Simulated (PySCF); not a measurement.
**HI−: from the state search to spectroscopic constants**

An exercise on one series of results from a longer session: the logs are not shown, and one member is left open.

Method: H def2-SVPD, I def2-SVPD with ECP28, scalar-relativistic core potentials; program: PySCF 2.14.0.

2 further runs of the same task are left out: 2 set aside as unsound or not needed.

The first run:

The job is set up so:

```
atoms                         : H, I
charge                        : -1
basis                         : H def2-SVPD, I def2-SVPD with ECP28
Hamiltonian                   : scalar-relativistic core potentials
basis functions               : 43
electrons treated             : 27
masses in u                   : 1.0078, 126.9045
levels                        : PBE0, PBE, r²SCAN, M06-L, B2PLYP, PBEsol, CAM-B3LYP, HF, MP2, SCS-MP2, CCSD, CCSD(T)
grid                          : 80 radial by 434 angular points
occupations                   : held fixed by the projection of orbital angular momentum
dissociation limit            : H + I−, each in its ground configuration
starting distance in angstrom : 1.730
values of 2S to try           : 1, 3
```

On the command line:

```bash
> OMP_NUM_THREADS=1 python dia.py task.json out
```

Among the steps run: Input; First curve: PBE0; PBE (GGA); r²SCAN; M06-L; B2PLYP (double hybrid); PBEsol; CAM-B3LYP (range-separated hybrid); UHF (mean field); Correlated methods on the Hartree–Fock reference.

One table of the session follows, with a row left open; its other results are not shown here.

Energy (eV) from each level's lowest point:

```
R (Å)    UHF  UHF-MP2  UHF-SCS-MP2  UHF-CCSD  UHF-CCSD(T)
2.097  0.440    0.212        0.196       n/a          n/a
2.194  0.334    0.144        0.130     0.080        0.075
2.292  0.252    0.096        0.085     0.041        0.038
2.365  0.203    0.070        0.061     0.023        0.020
2.438  0.162    0.050        0.043     0.010        0.008
2.511      ?        ?            ?         ?            ?
2.609  0.092    0.021        0.017     0.000        0.000
2.731  0.057    0.010        0.008     0.002        0.004
2.877  0.026    0.003        0.002     0.009        0.013
3.072  0.000    0.000        0.000       n/a          n/a
```

Q: Estimate the row for R (Å) = 2.511 from the others.

Worked estimate for «UHF». A straight line through the neighbours (2.438, 0.162) and (2.609, 0.092) gives 0.162 + (0.092 − 0.162) × (2.511 − 2.438) / (2.609 − 2.438) = 0.132; a parabola fitted to 4 rows on both sides gives 0.129.

**Answer.** UHF: 0.128; UHF-MP2: 0.035; UHF-SCS-MP2: 0.030; UHF-CCSD: 0.003; UHF-CCSD(T): 0.002. In «UHF» the line misses by +0.004 and the parabola by +0.001.

Limits of these values: The bond is weak, and basis-set superposition, which was not computed, may be a sizeable part of it.
